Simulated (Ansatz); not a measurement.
NbCd3, 4 atoms in the cell. The typed cell holds 4 atoms: a = 4.215 Å, b = 4.215 Å, c = 4.215 Å, α = 90.00°, β = 90.00°, γ = 90.00°.  The cell isn't the ideal one: atoms moved at random, drawn with an rms of 0.05 Å.

```yaml
Program: Ansatz 0.2.0
Task: single point
Functional: PBE
Potentials_or_basis: Ansatz PAW
Cutoff: "420 eV (not typed: the program's choice for these potentials)"
k_mesh: 6 × 6 × 6
Occupations: fermi-dirac, width 0.05 eV
Spin: no spin polarisation
```

Potentials or basis: Ansatz PAW.

Command:

```bash
$ ansatz run input.yaml --threads 2 --pin off --max-ram 5120MiB --backend cpu --events-out ev --progress --plain --runs-dir out
```

Hardware: 2 threads of Intel(R) Xeon(R) Processor @ 2.70GHz, on a shared host.

**Question.** Estimate the wall time of this run.

**Answer.** Wall time 14 s on 2 threads of Intel(R) Xeon(R) Processor @ 2.70GHz (shared host), peak memory 0.53 GiB. Counts: scf iterations 7, plane waves 1419, k points 112, bands 44.
